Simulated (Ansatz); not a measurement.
The system is HfB.

```xyz
2
Lattice="0.0000 2.3100 2.3100 2.3100 0.0000 2.3100 2.3100 2.3100 0.0000" Properties=species:S:1:pos:R:3 pbc="T T T"
Hf    2.3100    2.3100    2.3100
B     0.0000    0.0000    0.0000
```

Below is the output of Ansatz 0.2.0 for this cell. Logs are shortened: lines on timing, memory, paths and dates and some standing lists are left out, and cuts for length are marked.

```text
Warning: RAYON_NUM_THREADS=2 ignored (pool sized by the plan → 2); use --threads N
Engine: ansatz 0.2.0, x86_64-unknown-linux-gnu
Pseudopotentials: kind: paw
Pseudopotential: Hf, paw, valence charge 26, recommended cutoff 420 eV (normal), Hf.paw.azcp
Pseudopotential: B, paw, valence charge 3, recommended cutoff 420 eV (normal), B.paw.azcp
Functional definition: PBEsol
  exchange = pbesol_x
  correlation = pbesol_c
Crystal: 2 atoms, lattice volume = 24.653 Å³
Basis set: ecut = 420 eV, 531 PW (Γ), exchange–correlation on 48×48×48 points (8 copies of the dense FFT grid, shifted against one another)
Bands: 19, of which v1, the nominal top of the filled ones, is band 15 counted from 1 (14 counted from 0)
Symmetry: 48 space group operations
k-points: 29 of 512
Non-local potential: Hf, projectors of the file, l = 0: 3, l = 1: 2, l = 2: 2, l = 3: 3
Non-local potential: B, projectors of the file, l = 0: 2, l = 1: 2, l = 2: 1
PAW form: soft (Blöchl's): semilocal exchange-correlation on the pseudo side does not see the compensation charge
PAW frozen core: Hf, regenerated for the run's functional, and the local potential with it (the file was generated under x = pbe(κ = 0.804, μ = 0.2195149727645171), c = pbe(β = 0.06672455060314922))
PAW frozen core: B, regenerated for the run's functional, and the local potential with it (the file was generated under x = pbe(κ = 0.804, μ = 0.2195149727645171), c = pbe(β = 0.06672455060314922))
PAW one-centre angular grid: Hf, 590 points (default); XC on 64 Gauss nodes
PAW one-centre angular grid: B, 110 points (default); XC on 64 Gauss nodes
Initial density: superposition of atomic densities (neutral atoms: chi_scale 0, normalization atom), corrected by the library's trained network
Initial wavefunctions: pseudopotential atomic-orbital guess
Functional: x = pbesol(κ = 0.804, μ = 0.12345679012345678), c = pbesol(β = 0.046)
SCF iter   1: F=—  HF=-15751.373288 eV  |F-HF|=—  |Δ(HF+E_count)|=         —  Δρ=6.30e-3  dr2=1.24e-2  ethr=1.77e-3  ⟨swp⟩=5.2  Hψ=2379  notcnv=0
preconditioner: auto → Kerker (q_TF=auto, 2.803 Å⁻¹)  [metal: Δε(μ)=0.053 eV  Ē_g=18.089 eV  σ=0.050 eV  W_gap=0.25  n_scr=14 (ndim 8)  ℏωp=38.9 eV  f_vac=0.000  D(μ)=1.54/eV (n_scr^D=14)]
[... 27 lines left out ...]
  E_kinetic    = 478.837433
  E_local      = -5019.883807  (includes V_loc(G=0)·N_el)
  E_nonlocal   = -1224.178757
  E_hartree    = 2389.436446
  E_xc         = -332.521323
  E_vxc        = -307.794564  (∫ρ·V_xc dr)
  E_paw        = -6885.019372  (= ΣΔE_a)
  E_vpaw       = 1411.894157  (= ΣTr[D̂ρ^β])
  E_aug_tail   = -0.000005  (compensation charges beyond the density's cutoff)
  E_ewald      = -5159.294563
  E_core_change = 1.265803  (= ΣΔE_core)
  E_smearing   = -0.011320  (= −TS)
  E_closure    = 0.000000  (closes the sum)
  Σ components = -15751.369466   (vs F -15751.369466, Δ=0.00e0)
--- Band table (eV; the first three rows and the last of 29) ---
  k-point 0: bands = ["-40.3198", "-8.8247", "-8.8247", "-8.8247", "9.6826", "9.6839", "9.6839", "9.6839", "9.7754", "9.7754", "9.7754", "9.9711", "21.6444", "21.6444", "21.6444", "23.6009", "23.6009", "23.6009", "23.6789"]
  k-point 1: bands = ["-40.3132", "-8.9384", "-8.8363", "-8.8363", "9.6777", "9.6897", "9.6932", "9.6932", "9.7661", "9.7661", "9.7758", "10.4209", "20.4307", "21.0418", "21.0418", "22.4600", "22.4600", "24.1475", "26.3150"]
  k-point 2: bands = ["-40.2971", "-9.2031", "-8.8640", "-8.8640", "9.6685", "9.7079", "9.7149", "9.7149", "9.7464", "9.7464", "9.7768", "11.6224", "18.5489", "19.4940", "19.4940", "23.4928", "23.4928", "24.7260", "29.3441"]
  k-point 28: bands = ["-40.2588", "-9.2911", "-9.2911", "-9.0902", "9.7117", "9.7175", "9.7175", "9.7265", "9.7425", "9.7425", "9.7483", "13.9290", "18.1906", "18.1906", "18.2456", "25.0326", "25.0326", "27.3617", "27.4809"]
--- Phonons (Γ-DFPT): 2 representative perturbations + reference (Σ response iterations 6) ---
  ASR residual: 4.104e-5 → 0.000e0 eV/Å²; symmetrization residual: 2.304e-7 eV/Å²
  ASR residual per site (eV/Å²): 1.44e-5 4.10e-5
  Γ frequencies (cm⁻¹): 0.00 0.00 0.00 531.23 531.23 531.23
--- Phonons (arbitrary-q DFPT): 3 irreducible q on the 2×2×2 mesh ---
  q = [0.0000, 0.0000, 0.0000] (star 1, of the zone-centre solve; hermiticity 4.36e-8, symmetrization 3.21e-12): -0.00 -0.00 0.00 531.23 531.23 531.23
  q = [0.0000, 0.0000, -0.5000] (star 4, 2 solved perturbations on 150 of 512 k-point pairs; hermiticity 1.06e-13, symmetrization 1.05e-12): 172.46 172.46 174.32 507.14 507.14 532.31
  q = [0.0000, -0.5000, -0.5000] (star 3, 4 solved perturbations in 308 linear systems a pass and spin channel, the states on 95 of 512 k-point pairs; hermiticity 1.53e-8, symmetrization 7.88e-13): 116.81 116.81 174.66 568.28 568.28 644.31
  sum rule: each row above includes the acoustic sum rule's correction from the zone centre's row sums; it moved no ω² by more than (1.02 cm⁻¹)²
  mesh force constants: q→R imaginary residual 3.33e-17; ASR residual 4.104e-5 → 0.000e0 eV/Å²; symmetrization residual 1.599e-14 eV/Å²
  interpolated dispersion: 82 rows × 6 modes
  density of states and harmonic sums: on the 24×24×24 q-mesh, interpolated from the force constants of a 2×2×2 supercell (no non-analytic term)
  largest difference from the sums on the solved wave vectors: F 7.35e-2 eV, S 1.06e-4 and C_V 3.23e-5 eV/K
  zero-point energy: 0.128770 eV/cell   skipped modes (ω ≤ 0): 3   left out of the sums: 3.62e-5 of the cell's modes: C_V's classical limit lies that fraction below 3 k_B per atom; for a crystal, a wire or a layer, F and S can be off by more, and a phonons.interpolated_qmesh denser along its periods is the remedy for the sampling
```

Problem. What input gives this log?

Solution. Phonons with PBEsol, no spin polarisation. The files as run (others can give the same):

input.yaml
```yaml
crystal:
  lattice:
    - [0.0, 2.31, 2.31]
    - [2.31, 0.0, 2.31]
    - [2.31, 2.31, 0.0]
  atoms:
    - { symbol: Hf, position: [0.5, 0.5, 0.5] }
    - { symbol: B, position: [0.0, 0.0, 0.0] }
hamiltonian:
  xc: pbesol
  pseudopotentials: { kind: paw }
kpoints:
  mp_grid: { grid: [8, 8, 8] }
scf:
  occupations: { method: fermi_dirac, width: 0.05 }
phonons:
  method: dfpt
  qmesh: [2, 2, 2]
  temperatures: { t_max: 1000, t_step: 100 }
  qpath:
    path:
      - [[0.0, 0.0, 0.0], [0.5, 0.0, 0.5], [0.5, 0.25, 0.75], [0.375, 0.375, 0.75], [0.0, 0.0, 0.0], [0.5, 0.5, 0.5], [0.625, 0.25, 0.625], [0.5, 0.25, 0.75], [0.5, 0.5, 0.5], [0.375, 0.375, 0.75]]
      - [[0.625, 0.25, 0.625], [0.5, 0.0, 0.5]]
    npoints: 8
```

Potentials or basis: Ansatz PAW.
Run with:
```console
$ ansatz run input.yaml --threads 2 --pin off --max-ram 5632MiB --backend cpu --events-out ev --progress --plain --runs-dir out
```

Caveat: the q mesh is small, so phonon branches between its points and thermal values are rough; the PAW data sets come from PBE, with cores solved anew for the run's functional, which leaves a small shift of forces and pressure.
